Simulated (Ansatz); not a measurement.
# CH4F2OSi: up Jacob's ladder to CCSD(T)

Aim: compute CH4F2OSi with functionals from several rungs and with coupled cluster, and see how far each lands from CCSD(T) at the basis-set limit for the atomisation energy.

The runs use Ansatz 0.2.0, Gaussian basis; functionals in def2-TZVPP, the program's frozen cores in correlated methods.

The runs, in order: PBE-D4, r2SCAN-D4, PBE0-D4, B3LYP-D4, ωB97X-V, ωB97M-V, B2PLYP; CCSD(T)/def2-TZVPP; MP2/def2-QZVPP; extrapolation to the limit.

## (1) Structure used throughout

The geometry comes from an earlier relaxation with PBE0-D4/def2-TZVP; it is a stationary point, not always the lowest conformer.

SMILES `O[SiH2]C(F)F`, 9 atoms, charge 0, spin multiplicity 1.

Atoms are counted from 1 here; the program's logs count them from 0.

Bond lengths: O1–Si2 1.641 Å, O1–H6 0.959 Å, Si2–C3 1.917 Å, Si2–H7 1.479 Å, Si2–H8 1.485 Å, C3–F4 1.373 Å, C3–F5 1.366 Å, C3–H9 1.096 Å. Angles: Si2–O1–H6 117.9°, O1–Si2–C3 109.6°, O1–Si2–H7 106.8°, O1–Si2–H8 113.1°, C3–Si2–H7 109.1°, C3–Si2–H8 106.3°, H7–Si2–H8 111.9°, Si2–C3–F4 108.9°, Si2–C3–F5 110.1°, Si2–C3–H9 115.7°, F4–C3–F5 107.4°, F4–C3–H9 106.9°, F5–C3–H9 107.4°.

As a file:

| atom | x (Å) | y (Å) | z (Å) |
| --- | --- | --- | --- |
| O1 | -1.7540 | 0.3333 | 0.5864 |
| Si2 | -0.6057 | -0.5612 | -0.1714 |
| C3 | 1.0258 | 0.4402 | -0.2738 |
| F4 | 1.4197 | 0.7811 | 0.9963 |
| F5 | 2.0159 | -0.3289 | -0.8160 |
| H6 | -1.6118 | 0.5590 | 1.5071 |
| H7 | -1.1003 | -0.8219 | -1.5409 |
| H8 | -0.2784 | -1.8178 | 0.5484 |
| H9 | 0.9773 | 1.3699 | -0.8531 |

## (2) PBE-D4 (GGA)

in.yaml reads:

```yaml
crystal:
  periodic: [false, false, false]
  atoms:
    - {symbol: O, position_ang: [-1.754047, 0.333294, 0.586405]}
    - {symbol: Si, position_ang: [-0.605660, -0.561156, -0.171445]}
    - {symbol: C, position_ang: [1.025841, 0.440234, -0.273781]}
    - {symbol: F, position_ang: [1.419651, 0.781148, 0.996278]}
    - {symbol: F, position_ang: [2.015932, -0.328863, -0.816003]}
    - {symbol: H, position_ang: [-1.611767, 0.558993, 1.507076]}
    - {symbol: H, position_ang: [-1.100273, -0.821937, -1.540861]}
    - {symbol: H, position_ang: [-0.278351, -1.817820, 0.548355]}
    - {symbol: H, position_ang: [0.977274, 1.369908, -0.853123]}
basis:
  gaussian: {orbitals: def2-TZVPP}
hamiltonian: {xc: pbe, dispersion: d4}
output: {forces: true, orbitals: {seedname: orbitals}}
```

Command:

```bash
$ ansatz run in.yaml --threads 4 --pin off --events-out ev --progress --plain --max-ram 10444MiB
```

After this run come: r2SCAN-D4 (meta-GGA); PBE0-D4 (hybrid); B3LYP-D4 (hybrid); ωB97X-V (range-separated); ωB97M-V (range-separated); B2PLYP (double hybrid); CCSD(T) in def2-TZVPP; MP2 in def2-QZVPP.

**Question.** What will the summary of the whole plan be? Wanted: atomisation energy, CCSD(T)/CBS; farthest; mean size of error, hybrid; mean size of error, range-separated; gap, smallest and largest; T1 diagnostic; triples share of the correlation energy.

The runs gave:

| quantity | value |
| --- | --- |
| atomisation energy, CCSD(T)/CBS | 3268.1 kJ/mol |
| functionals within 16.3 kJ/mol (0.5 %) | r2SCAN-D4, ωB97X-V, ωB97M-V |
| farthest | PBE-D4 (+56.3 kJ/mol) |
| mean size of error, hybrid | 28.9 kJ/mol |
| mean size of error, range-separated | 3.3 kJ/mol |
| gap, smallest and largest | 5.83 eV (PBE-D4), 12.78 eV (ωB97X-V) |
| T1 diagnostic | 0.0120 |
| triples share of the correlation energy | 3.1 % |

PBE-D4 misses by +56.3 kJ/mol, or 7.0 kJ/mol for each of 8 bonds. Double hybrids carry the basis error of their MP2 part in triple zeta, and no dispersion term here, so their miss is partly the set-up's. The reference freezes the cores and leaves out relativity and excitations past (T), so misses under about 16.3 kJ/mol can't be ranked. Hartree-Fock recovers 70 % of the binding; the rest is correlation. Orbital gaps span 5.8 to 12.8 eV; exact exchange widens them.
